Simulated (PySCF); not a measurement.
**CoOH: relaxation and vibrations of the singlet**

Aim: relax CoOH as a singlet from a bent start, check by its vibrations whether the end is a minimum, and collect its spectrum and constants.

Program: PySCF 2.14.0. Level of theory: PBE0, basis Co def2-TZVP, O def2-TZVP, H def2-TZVP, no relativity, density fitting. These are calculated values, not measurements.

## (1) The system as given

3 atoms, charge 0, spin multiplicity 1.

Bond lengths: Co1–O2 1.600 Å, Co1–H3 1.430 Å. Angles: O2–Co1–H3 110.0°.

```xyz
3
charge 0 multiplicity 1
Co    0.0000    0.0000    0.0000
O    -1.3106    0.0000    0.9177
H     1.1714    0.0000    0.8202
```

## (2) The SCF at the typed geometry

One driver script runs all steps and calls PySCF; scf.py shows how it sets up the SCF of each step. The optimiser is the driver's own. After this first run the driver tries any further starts and a stability analysis.

Contents of scf.py:

```python
from pyscf import gto, scf, dft
mol = gto.M(atom='''
Co     0.000000     0.000000     0.000000
O     -1.310600     0.000000     0.917700
H      1.171400     0.000000     0.820200''',
    basis={'Co': 'def2-TZVP', 'O': 'def2-TZVP', 'H': 'def2-TZVP'},
    charge=0, spin=0)
mf = dft.RKS(mol, xc='PBE0')
mf.grids.atom_grid = (50, 194)
aux = {'Co': 'def2-universal-JKFIT', 'O': 'def2-universal-JKFIT', 'H': 'def2-universal-JKFIT'}
mf = mf.density_fit(auxbasis=aux)
mf.conv_tol = 1e-08
mf.diis_space = 10
mf.max_cycle = 60
mf.init_guess = 'minao'
mf.verbose = 4
mf.kernel()
```

Command:

```bash
$ OMP_NUM_THREADS=2 python axn.py task.json out
```

Further steps of the session: Relaxation: bent start, singlet; Frequencies; A spin-polarised start; Frequencies.

**Question.** What will these runs give? Wanted: minimum; geometry; wavenumbers; dipole moment; highest occupied, lowest empty level; polar-tensor charge of Co1; zero-point energy; atomisation energy; ⟨S²⟩.

As calculated:

| quantity | value |
| --- | --- |
| minimum | broken-symmetry (Ms = 0), Cs |
| geometry | Co–H 1.468 Å, Co–O 1.550 Å; H–Co–O 102.4° |
| wavenumbers (cm⁻¹) | 533, 1003, 2038 |
| dipole moment | 3.98 D |
| highest occupied, lowest empty level (either spin) | -7.57, -2.98 eV |
| polar-tensor charge of Co1 | +0.94 e |
| zero-point energy | 21.4 kJ/mol |
| entropy at 298.15 K | 245.8 J/(mol K) |
| atomisation energy (no zero-point energy) | 517 kJ/mol |
| ⟨S²⟩ | 1.001 |

**Reading.** The molecule stays Cs, as typed, and the end point is a minimum. The determinant is spin-contaminated (⟨S²⟩ = 1.00 against 0.00), so it is no pure spin state. The strongest infrared band lies at 1003 cm⁻¹ (stretch). The first SCF alone would have been 61 kJ/mol too high. Only this shape and spin were tried, so other structures or states may lie lower. The SCF density has lower symmetry than the nuclear frame.
